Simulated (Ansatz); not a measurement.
Write a Python script for the Ansatz DFT code, driven from Python that makes a check of forces and pressure against finite differences of Sc₃Al (distorted cell). Level of theory (first run): PBEsol, PAW, cutoff 540 eV, 4×4×4 k-points, Fermi-Dirac smearing of 0.1 eV.

```xyz
4
Lattice="4.4320 0.0000 0.0000 0.0000 4.4320 0.0000 0.0000 0.0000 4.4320" Properties=species:S:1:pos:R:3 pbc="T T T"
Sc    2.1901    4.4275    2.1107
Sc    4.3798    2.1172    2.2542
Sc    2.2018    2.1411    4.4014
Al    0.0051    0.0254    4.3904
```

The script, `fdcheck_sc3al.py`:
```python
import ansatz as az
import numpy as np

VECTORS = np.array([
    [4.43199, 0.0, 0.0],
    [0.0, 4.43199, 0.0],
    [0.0, 0.0, 4.43199],
])
SITES = [
    ("Sc", (0.49416, 0.99899, 0.47625)),
    ("Sc", (0.98823, 0.4777, 0.50863)),
    ("Sc", (0.49679, 0.48309, 0.99309)),
    ("Al", (0.00115, 0.00574, 0.99062)),
]


def make_crystal(cell):
    crystal = az.Crystal(lattice=az.Lattice.of(cell))
    for symbol, position in SITES:
        crystal = crystal.atom(symbol, position)
    return crystal

def solve(crystal):
    return (
        crystal.calculation()
        .functional("PBEsol")
        .occupations("fermi_dirac", width=0.1)
        .basis(540, xc_grid=2)
        .kpoints(4, 4, 4)
        .scf(tolerance=1e-09)
        .forces()
        .stress()
        .run(threads=1)
    ).report


centre = solve(make_crystal(VECTORS))
start = make_crystal(VECTORS)
print(f"force on atom 2 along x: analytic {centre['forces_ev_ang'][2][0]:.4f} eV/A")
for h in (0.005, 0.02):
    shift = np.eye(3)[0] * h @ np.linalg.inv(VECTORS)
    plus, minus = (solve(start.move(2, to=np.array(SITES[2][1]) + sign * shift))["lagrangian_ev"] for sign in (1, -1))
    print(f"  step {h} A: numerical {-(plus - minus) / (2 * h):.4f} eV/A")
volume = abs(np.linalg.det(VECTORS))
larger, smaller = (solve(make_crystal(VECTORS * (1 + sign * 0.005) ** (1 / 3)))["lagrangian_ev"] for sign in (1, -1))
numerical = -(larger - smaller) / (0.01 * volume) * 160.21766
print(f"pressure: analytic {np.trace(centre['stress_gpa']) / 3:.3f}, numerical {numerical:.3f} GPa")
```

`python fdcheck_sc3al.py` gives:
```text
DeckWarning: output.stress: scf.convergence.dr2_threshold = 1e-9 eV is looser than the 4e-10 eV advised for a printed stress (1e-10 eV for each atom of the cell: 4). What an SCF threshold leaves in a stress goes as its square root, and in the free energy as [...]
force on atom 2 along x: analytic -0.0924 eV/A
  step 0.005 A: numerical -0.0924 eV/A
  step 0.02 A: numerical -0.0924 eV/A
pressure: analytic -2.105, numerical -2.104 GPa
```
(Warnings from the package without file and line, shortened.)

No spin polarisation was allowed. The mesh is modest for a metal, so energies can be off by several to tens of meV an atom and pressures by half a GPa or more; differences at equal mesh fare better. Pressure is positive in compression. The cell is a database structure, distorted on purpose. The central difference errs as the square of the step, so the shorter step is the fairer test; what remains comes from the finite grid and the SCF threshold. The whole script took 110 s on 1 thread of AMD EPYC 7R43 64-Core Processor (Zen 3) (shared host), peak memory 0.46 GiB.
